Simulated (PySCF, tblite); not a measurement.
**C6H15NSi: geometry, infrared bands and NMR shifts**

Aim: predict the infrared bands and NMR shifts of C6H15NSi (`C=N[Si@H](C)C(C)(C)C`).

Computed with tblite 0.8.0 and PySCF 2.14.0, with density-fitted response routines of our own, on a single molecule in the gas phase. Atoms are numbered from 0 throughout.

### 1 The molecule as given

23 atoms, charge 0, multiplicity 1; geometry from: force field or distance geometry start.

Bonds of the start (Å): C0–N1 1.29, N1–Si2 1.78, Si2–C3 1.84, Si2–C4 1.86, C4–C5 1.51, C4–C6 1.53, C4–C7 1.48, C0–H8 1.08, C0–H9 1.08, Si2–H10 1.44, C3–H11 1.10, C3–H12 1.12, C3–H13 1.12, C5–H14 1.13, C5–H15 1.09, C5–H16 1.13, C6–H17 1.11, C6–H18 1.11, C6–H19 1.10, C7–H20 1.14, C7–H21 1.11, C7–H22 1.10.

### 2 Geometry optimisation with GFN2-xTB

What the job is given:

```
{"job": {"kind": "relax", "xc": "GFN2-xTB", "basis": "xTB"}, "charge": 0, "multiplicity": 1}
C      2.318500     2.048900    -0.828400
N      1.291300     1.287800    -1.030600
Si     0.933300    -0.031000     0.114900
C      1.784600    -1.565900    -0.422800
C     -0.917200    -0.143200     0.219700
C     -1.350400     0.897400     1.220100
C     -1.514600     0.267800    -1.126300
C     -1.423200    -1.449500     0.708200
H      2.526200     2.847000    -1.532700
H      2.943000     1.898000     0.042400
H      1.429400     0.341900     1.419100
H      1.344400    -2.085200    -1.290400
H      2.843600    -1.298100    -0.653800
H      1.868400    -2.292000     0.430800
H     -0.843400     1.874500     0.947800
H     -2.438400     0.980100     1.286100
H     -0.953600     0.602900     2.237400
H     -0.983400     1.166900    -1.514900
H     -2.578600     0.527900    -0.966100
H     -1.405700    -0.540400    -1.860700
H     -2.523100    -1.299900     0.947200
H     -0.963700    -1.735300     1.676300
H     -1.392100    -2.273600    -0.013200
```

Launch:

```sh
$ OMP_NUM_THREADS=1 python probes_run.py task.json out
```

One launch serves the whole session: the jobs run in the order shown.

**Question.** This job is followed by: GFN2-xTB harmonic vibrations, gas phase; GIAO PBE0/pcSseg-1 NMR shielding, non-relativistic, gas phase. What will the session give for the following? strongest single infrared mode (GFN2-xTB); zero-point energy (GFN2-xTB); 13C shifts against TMS (PBE0/pcSseg-1, means over atoms taken as alike); 1H shifts against TMS (PBE0/pcSseg-1, means over atoms taken as alike); 15N shifts against NH3 (PBE0/pcSseg-1); 29Si shifts against TMS (PBE0/pcSseg-1).

As calculated:

```
                                                               quantity                             value
                              strongest single infrared mode (GFN2-xTB)             2141 cm⁻¹, 365 km/mol
                                           zero-point energy (GFN2-xTB)                    122.7 kcal/mol
13C shifts against TMS (PBE0/pcSseg-1, means over atoms taken as alike)       171.3, 27.7, 20.9, -4.6 ppm
 1H shifts against TMS (PBE0/pcSseg-1, means over atoms taken as alike)  8.78, 8.70, 4.77, 0.97, 0.24 ppm
                                 15N shifts against NH3 (PBE0/pcSseg-1)                         432.6 ppm
                                29Si shifts against TMS (PBE0/pcSseg-1)                          -6.1 ppm
```

**Reading.** Over 167 steps the energy fell by 0.714 eV; of the close pairs, Si2–C4 changed most, 1.857 to 1.920 Å. No mode is imaginary among the 63: a minimum at this level. The strongest single mode, at 2141 cm⁻¹, moves mainly H10. Unscaled tight-binding wavenumbers are off by several per cent, some by more. Its intensities can rank the bands wrongly. At PBE0/pcSseg-1: The largest span, 856 ppm, is at N1, where the paramagnetic term is -499 ppm.
